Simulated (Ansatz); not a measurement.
I need a projected density of states of C, space group R-3m. Use Ansatz's Python interface. Use: LDA, PAW, the default cutoff (420 eV here), 12×12×12 k-points, Fermi-Dirac smearing of 0.05 eV.

```cif
data_structure
_symmetry_space_group_name_H-M 'P 1'
_symmetry_Int_Tables_number 1
_cell_length_a 17.8898
_cell_length_b 17.8898
_cell_length_c 17.8898
_cell_angle_alpha 7.885
_cell_angle_beta 7.885
_cell_angle_gamma 7.885
_cell_volume 93.46
loop_
_atom_site_label
_atom_site_type_symbol
_atom_site_fract_x
_atom_site_fract_y
_atom_site_fract_z
_atom_site_occupancy
C1 C 0.23900 0.23900 0.23900 1
C2 C 0.76100 0.76100 0.76100 1
C3 C 0.09400 0.09400 0.09400 1
C4 C 0.90600 0.90600 0.90600 1
C5 C 0.03100 0.03100 0.03100 1
C6 C 0.96900 0.96900 0.96900 1
C7 C 0.36500 0.36500 0.36500 1
C8 C 0.63500 0.63500 0.63500 1
```

`run_pdos.py`
```python
'''Projected density of states of C.'''

import logging
import sys

import ansatz
import numpy as np

logging.basicConfig(stream=sys.stdout, format='%(levelname)s:%(name)s:%(message)s')
log = logging.getLogger('c')
log.setLevel(logging.INFO)

params = {
    'functional': 'LDA',
    'smearing': 'fermi_dirac',
    'sigma': 0.05,
    'extra_bands': 22,
}

lattice = ansatz.Lattice.of(
    (1.23, 0.710141, 17.833333),
    (-1.23, 0.710141, 17.833333),
    (0.0, -1.420282, 17.833333),
)
sites = [
    ('C', (0.239, 0.239, 0.239)),
    ('C', (0.761, 0.761, 0.761)),
    ('C', (0.094, 0.094, 0.094)),
    ('C', (0.906, 0.906, 0.906)),
    ('C', (0.031, 0.031, 0.031)),
    ('C', (0.969, 0.969, 0.969)),
    ('C', (0.365, 0.365, 0.365)),
    ('C', (0.635, 0.635, 0.635)),
]
crystal = ansatz.Crystal(lattice=lattice)
for symbol, position in sites:
    crystal = crystal.atom(symbol, position)

base = (
    crystal.calculation()
    .functional(params['functional'])
    .kpoints(12)
    .occupations(params['smearing'], width=params['sigma'])
    .scf(extra_bands=params['extra_bands'])
    .density_of_states(projected=True, energy_step=0.05)
)
history = []
done = base.session().plan().execute(on_event=lambda event: history.append(event['data']['dr2_ev']) if event['event'] == 'scf_iter' else None)
r = done.report
print('density residual by iteration (eV):', ' '.join(f'{value:.1e}' for value in history[:40]))

dos = done.density_of_states()
energy = np.asarray(dos.energies_ev) - dos.fermi_ev
curves = {}
for site in done.projected_density_of_states().sites:
    for shell in site.shells:
        weight = sum(np.sum(curve.g_bin_mean_per_ev, axis=0) for curve in shell.curves)
        name = f'{site.species} {shell.label}'
        curves[name] = curves.get(name, 0) + weight

log.info('E-EF   ' + ' '.join(f'{name:>8s}' for name in curves))
for e in np.arange(-10, 6 + 0.1, 1.0):
    log.info(f'{e:5.1f}  ' + ' '.join(f'{np.interp(e, energy, g):8.3f}' for g in curves.values()))
```

```console
$ python run_pdos.py
DeckWarning: basis.ecutwfc = 420 eV, auto-derived from the records' recommended cutoffs: set by C (normal level)
density residual by iteration (eV): 1.4e-02 4.2e-03 1.5e-03 1.3e-04 6.4e-06 1.0e-07 1.1e-08
INFO:c:E-EF       C 2S     C 2P
INFO:c:-10.0     0.304    1.117
INFO:c: -9.0     0.258    1.258
INFO:c: -8.0     0.244    1.865
INFO:c: -7.0     0.158    2.432
INFO:c: -6.0     0.085    3.056
INFO:c: -5.0     0.087    4.195
INFO:c: -4.0     0.024    2.357
INFO:c: -3.0     0.001    1.592
INFO:c: -2.0     0.001    1.395
INFO:c: -1.0     0.000    0.457
INFO:c:  0.0     0.000    0.002
INFO:c:  1.0     0.000    0.413
INFO:c:  2.0     0.002    1.855
INFO:c:  3.0     0.001    1.030
INFO:c:  4.0     0.002    0.861
INFO:c:  5.0     0.002    0.769
INFO:c:  6.0     0.002    0.534
```
(Warnings from the package without file and line.)

Notes:
- Curves are summed over the cell's atoms. Only shells that the potentials hold have channels, so projections don't add up to the total, least of all where a shell is missing (p of most metals); heights and places of peaks move with the mesh.
- The density of states is complete only as far up as bands were computed.
- The whole script took 24 s on 1 thread of Intel(R) Xeon(R) Processor @ 2.30GHz, on a shared host, peak memory 0.85 GiB.
